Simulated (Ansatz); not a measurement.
# KTaO3: properties at the relaxed cell

The task here is to estimate one member of a computed series from the others.

Method: DFT r2SCAN, scalar-relativistic, plane waves, PAW, in Ansatz 0.2.0.

1 further run of the same task is left out (set aside as unsound or not needed).

**Starting point**

Symmetry: Pm-3m, No. 221, cubic system. The conventional cell has a = 3.990 Å, b = 3.990 Å, c = 3.990 Å, α = 90.00°, β = 90.00°, γ = 90.00°. Around K (site symmetry m-3m) lie 12 O at 2.82 Å. Ta (site symmetry m-3m) is surrounded by 6 O at 2.00 Å. O (site symmetry 4/mmm) has 2 Ta at 2.00 Å and 4 K at 2.82 Å as nearest neighbours.

As a file:

```xyz
5
Lattice="3.9902 0.0000 0.0000 0.0000 3.9902 0.0000 0.0000 0.0000 3.9902" Properties=species:S:1:pos:R:3 pbc="T T T"
K     1.9951    1.9951    1.9951
Ta    0.0000    0.0000    0.0000
O     1.9951    0.0000    0.0000
O     0.0000    1.9951    0.0000
O     0.0000    0.0000    1.9951
```

This cell was relaxed beforehand with the same method: volume 12.71 Å³/atom, gap on the mesh 2.63 eV.

The first run:

The input, input.yaml:

```yaml
crystal:
  lattice:
    - [3.9498761238, 0.0, 0.0]
    - [0.0, 3.9498761238, 0.0]
    - [0.0, 0.0, 3.9498761238]
  atoms:
    - { symbol: K, position: [0.5, 0.5, 0.5] }
    - { symbol: Ta, position: [0.0, 0.0, 0.0] }
    - { symbol: O, position: [0.5, 0.0, 0.0] }
    - { symbol: O, position: [0.0, 0.5, 0.0] }
    - { symbol: O, position: [0.0, 0.0, 0.5] }
basis:
  ecutwfc: 500
kpoints:
  mp_grid: { grid: [6, 6, 6] }
hamiltonian:
  xc: r2scan
scf:
  occupations: { method: gaussian, width: 0.02 }
output:
  forces: true
  stress: true
  eigenvalues: true
```

On the command line:

```
$ ansatz run input.yaml --threads 2 --pin off --max-ram 5120MiB --backend cpu --events-out ev --progress --plain --runs-dir out
```

Among the steps run: Point at V/V0 = 0.97; Point at V/V0 = 1.03; Point at V/V0 = 0.94; Volume × 1.06; The cell scaled to 0.91 of its volume; The cell scaled to 1.10 of its volume; Point at V/V0 = 0.88.

One table of the session follows, with a row left open; its other results are not shown here.

It belongs to the step «Fit of the equation of state». 

```
volume (Å³/atom)  energy above the lowest point (meV/atom)  pressure (GPa)  gap on the mesh (eV)
          11.181                                     150.0           35.34                  2.94
          11.562                                      79.5           24.24                  2.86
          11.944                                      33.4           14.82                  2.78
          12.325                                       7.9            6.81                  2.70
          12.706                                       0.0            0.00                  2.63
          13.087                                       7.1           -5.79                  2.55
          13.468                                         ?               ?                     ?
          13.977                                      69.8          -16.13                  2.37
```

**Question.** Estimate the row for volume (Å³/atom) = 13.468.

Worked estimate for «energy above the lowest point (meV/atom)». A straight line through the neighbours (13.087, 7.1) and (13.977, 69.8) gives 7.1 + (69.8 − 7.1) × (13.468 − 13.087) / (13.977 − 13.087) = 33.9; a parabola fitted to 3 rows on both sides gives 26.0.

As computed: energy above the lowest point (meV/atom): 26.9; pressure (GPa): -10.71; gap on the mesh (eV): 2.47. In «energy above the lowest point (meV/atom)» the line misses by +7.0 and the parabola by -0.9.
